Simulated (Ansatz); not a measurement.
A nudged elastic band was laid between two geometries of a periodic cell of 63 atoms, Si (host Si, host structure diamond, one Si atom removed).

Level of theory: DFT PBE, scalar-relativistic, plane waves, PAW in Ansatz 0.2.0. Settings: PAW set soft_1, cutoff 420 eV, k mesh 1x1x1, fermi-dirac smearing 0.05 eV, no spin polarisation.

- movable images: 5
- climbing image: yes
- spring: 5.0 eV/Å²
- optimiser: lbfgs
- start path: straight line
- force threshold: 0.03 eV/Å
- iteration limit: 80
- end points: relaxed

Image 0:

```xyz
63
Lattice="10.8600 0.0000 0.0000 0.0000 10.8600 0.0000 0.0000 0.0000 10.8600" Properties=species:S:1:pos:R:3
Si 5.438 -0.027 0.030
Si 6.786 1.355 1.365
Si 8.145 2.715 0.006
Si 9.494 4.082 1.359
Si 8.120 -0.028 2.713
Si 9.495 1.347 4.078
Si 0.004 -0.003 0.007
Si 1.370 1.347 1.359
Si 2.720 2.713 0.006
Si 4.078 4.073 1.365
Si 5.426 5.457 0.032
Si 6.729 6.848 1.423
Si 8.120 8.150 0.031
Si 9.503 9.498 1.364
Si 2.744 -0.027 2.725
Si 4.079 1.355 4.073
Si 5.432 2.714 2.718
Si 6.786 4.073 4.073
Si 8.120 5.457 2.725
Si 9.504 6.790 4.073
Si 5.427 -0.028 5.406
Si 6.792 1.347 6.781
Si 8.145 2.713 5.431
Si 9.506 4.071 6.793
Si 8.144 -0.004 8.148
Si 9.506 1.358 9.505
Si 0.001 5.432 0.006
Si 1.361 6.790 1.365
Si 2.743 8.138 0.030
Si 4.131 9.445 1.418
Si 0.002 2.715 2.718
Si 1.370 4.082 4.079
Si 2.744 5.457 2.714
Si 4.137 6.848 4.014
Si 6.731 9.441 4.017
Si 0.001 -0.004 5.431
Si 1.358 1.358 6.792
Si 2.720 2.715 5.431
Si 4.072 4.082 6.781
Si 5.438 5.457 5.406
Si 6.786 6.790 6.790
Si 8.121 8.138 5.407
Si 9.495 9.505 6.781
Si 2.720 -0.003 8.149
Si 4.072 1.347 9.515
Si 5.432 2.715 8.148
Si 6.792 4.082 9.517
Si 8.145 5.432 8.150
Si 9.495 6.784 9.516
Si 0.002 8.144 2.718
Si 1.361 9.498 4.073
Si 0.004 5.432 5.431
Si 1.370 6.784 6.781
Si 2.745 8.149 5.406
Si 4.078 9.498 6.790
Si 0.002 2.714 8.148
Si 1.358 4.070 9.505
Si 2.719 5.432 8.148
Si 4.079 6.790 9.507
Si 5.432 8.144 8.149
Si 6.786 9.498 9.508
Si 0.002 8.145 8.148
Si 1.370 9.504 9.516
```

Image 6:

Only the atoms that move by more than 0.05 Å are listed.
```
Si1 5.373 -0.057 0.057
Si12 6.760 6.815 1.351
Si15 2.772 -0.057 2.658
Si29 2.772 8.202 0.057
Si30 5.373 8.202 2.658
Si34 4.066 6.815 4.045
Si35 6.760 9.509 4.045
```

**Question.** What changes between the two ends?

**Answer.** The atom that moves furthest is Si30, by 2.15 Å; four of its nearest neighbours are Si15 2.36, Si1 2.36, Si29 2.36, Si34 3.67 Å at the first end and Si34 2.36, Si12 2.36, Si35 2.36, Si29 3.68 Å at the last.

**Question.** Give the energies along the band, and the barrier.

**Answer.** It converged. The highest image is number 3 of 0 to 6, 0.199 eV above the ends, which have the same energy within 2 meV. By the program's own check the climbing image is a first-order saddle point (lowest curvatures found: -0.15 and 0.79 eV/Å²). Limits of this set-up: coarse k mesh, no spin, though dangling bonds at a vacancy may carry it, a typed lattice constant that wasn't relaxed here.

```csv
image,path coordinate (Å),energy (eV),Si1–Si30 (Å),Si15–Si30 (Å),Si29–Si30 (Å)
0,0.00,0.000,2.36,2.36,2.36
1,0.42,0.062,2.41,2.41,2.41
2,0.84,0.171,2.51,2.51,2.51
3,1.28,0.199,2.71,2.71,2.71
4,1.71,0.171,3.03,3.03,3.03
5,2.13,0.062,3.37,3.37,3.37
6,2.55,0.000,3.68,3.68,3.68
```

**Question.** What is the geometry of the highest image?

**Answer.** 
```xyz
63
Lattice="10.8600 0.0000 0.0000 0.0000 10.8600 0.0000 0.0000 0.0000 10.8600" Properties=species:S:1:pos:R:3
Si 5.453 -0.187 0.189
Si 6.797 1.356 1.358
Si 8.158 2.715 -0.013
Si 9.480 4.095 1.361
Si 8.145 0.008 2.718
Si 9.503 1.369 4.089
Si 0.047 -0.026 0.027
Si 1.459 1.256 1.405
Si 2.741 2.669 0.027
Si 4.075 4.073 1.361
Si 5.432 5.431 -0.007
Si 6.601 6.974 1.337
Si 8.145 8.143 -0.007
Si 9.503 9.501 1.361
Si 2.903 -0.187 2.739
Si 4.072 1.356 4.083
Si 5.429 2.714 2.715
Si 6.763 4.118 4.049
Si 8.045 5.531 2.671
Si 9.458 6.812 4.049
Si 5.432 0.008 5.431
Si 6.803 1.369 6.789
Si 8.131 2.751 5.416
Si 9.501 4.074 6.787
Si 8.158 0.014 8.147
Si 9.540 1.342 9.520
Si 0.001 5.418 -0.013
Si 1.360 6.779 1.358
Si 2.903 8.123 0.189
Si 4.753 8.822 2.039
Si 0.024 2.692 2.715
Si 1.347 4.072 4.089
Si 2.708 5.431 2.718
Si 4.051 6.974 3.887
Si 6.602 9.524 3.887
Si 0.001 0.014 5.444
Si 1.374 1.342 6.825
Si 2.701 2.715 5.444
Si 4.076 4.095 6.766
Si 5.385 5.531 5.331
Si 6.763 6.812 6.744
Si 8.045 8.191 5.331
Si 9.480 9.500 6.766
Si 2.741 -0.026 8.192
Si 4.120 1.256 9.605
Si 5.429 2.692 8.170
Si 6.803 4.072 9.492
Si 8.131 5.445 8.111
Si 9.503 6.773 9.492
Si 0.002 8.146 2.715
Si 1.360 9.504 4.083
Si -0.035 5.445 5.416
Si 1.347 6.773 6.789
Si 2.708 8.143 5.431
Si 4.075 9.501 6.789
Si 0.003 2.712 8.149
Si 1.374 4.036 9.520
Si 2.701 5.418 8.147
Si 4.072 6.779 9.505
Si 5.429 8.146 8.147
Si 6.797 9.504 9.505
Si 0.024 8.147 8.170
Si 1.460 9.456 9.605
```

The band took 15 iterations and roughly 29 core-minutes.

Run time: 10 min on 4 threads of Arm Neoverse V1, with other jobs on the host, peak memory 3.6 GiB.
